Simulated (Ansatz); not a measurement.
Geometry optimisation, DFT PBE, scalar-relativistic, plane waves, PAW in Ansatz 0.2.0.

Input:

```yaml
crystal:
  lattice:
    - [-3.113, -5.391874, 0.0]
    - [4.6695, -2.695937, 0.0]
    - [0.0, 0.0, 4.981]
  atoms:
    - { symbol: Mg, position: [0.75000002, 0.16666668, 0.5], spin: 1.0 }
    - { symbol: Al, position: [0.50000002, 0.66666668, 0.5] }
    - { symbol: "N", position: [0.50000002, 0.33333334, 0.38] }
    - { symbol: "N", position: [0.50000002, 0.66666668, 0.88] }
    - { symbol: Al, position: [0.25000002, 0.83333334, 0.0] }
    - { symbol: Al, position: [0.25000001, 0.16666667, 0.5] }
    - { symbol: "N", position: [0.25000002, 0.83333334, 0.38] }
    - { symbol: "N", position: [0.25000001, 0.16666667, 0.88] }
    - { symbol: Al, position: [0.0, 0.33333334, 0.0] }
    - { symbol: Al, position: [1.0e-08, 0.66666667, 0.5] }
    - { symbol: "N", position: [0.0, 0.33333334, 0.38] }
    - { symbol: "N", position: [1.0e-08, 0.66666667, 0.88] }
    - { symbol: Al, position: [0.75000003, 0.83333335, 0.0] }
    - { symbol: "N", position: [0.75000003, 0.83333335, 0.38] }
    - { symbol: "N", position: [0.75000002, 0.16666668, 0.88] }
magnetization:
  spin_polarized: true
total_charge: 1
basis:
  ecutwfc: 420.0
kpoints:
  mp_grid: { grid: [2, 2, 2] }
hamiltonian:
  xc: pbe
  pseudopotentials: { kind: paw, azcp: { folder: soft_1 } }
scf:
  occupations: { method: fermi_dirac, width: 0.02 }
  lower_state_search: "off"
relax:
  f_tol: 0.03
  max_steps: 60
  adjacent_minimum: "off"
```

Command:

```bash
$ ansatz run input.yaml --threads 1 --pin off --max-ram 3072MiB --backend cpu --events-out ev --progress --plain --runs-dir out
```

Question: Where does it end, and by what steps?

Answer: The run converged. Limits of this set-up: coarse k mesh, a small cell, in which the defect meets its images, charged cell in a uniform background, uncorrected. After 15 steps the energy has fallen by 2.511 eV; N15 moved furthest, 1.00 Å. Joined: N8–N15 (3.11 → 1.34 Å).

```tsv
step	energy less start (eV)	largest force component (eV/Å)	accepted
0	0.0000	2.431	yes
1	-0.6816	1.483	yes
2	-1.1169	0.269	yes
3	-1.1485	0.244	yes
4	-1.1797	0.315	yes
5	-1.3211	0.583	yes
6	-1.5830	1.137	yes
7	-1.7707	1.293	yes
8	-2.3422	0.877	yes
9	-1.9861	6.931	no
10	-2.4426	1.505	yes
11	-2.4979	0.477	yes
12	-2.4847	0.434	no
13	-2.5090	0.128	yes
14	-2.5108	0.047	yes
15	-2.5112	0.012	yes
```

```xyz
15
Lattice="-3.1130 -5.3919 0.0000 4.6695 -2.6959 0.0000 0.0000 0.0000 4.9810" Properties=species:S:1:pos:R:3
Mg -1.537 -4.469 2.429
Al 1.676 -4.549 2.451
N 0.169 -3.524 2.513
N 1.972 -4.737 4.251
Al 3.040 -3.520 0.011
Al 0.040 -1.729 2.464
N 3.184 -3.611 1.830
N 0.127 -0.886 4.211
Al 1.716 -1.045 0.172
Al 3.132 -1.826 2.462
N 1.598 -1.007 1.894
N 3.030 -1.784 4.308
Al 1.408 -6.267 0.000
N 1.458 -6.262 1.804
N -2.334 -5.108 4.267
```

Whether the end is a true minimum wasn't checked by a vibrational analysis.

Run time: 3 min on 1 thread of Arm Neoverse V1 (shared host), peak memory 0.46 GiB.
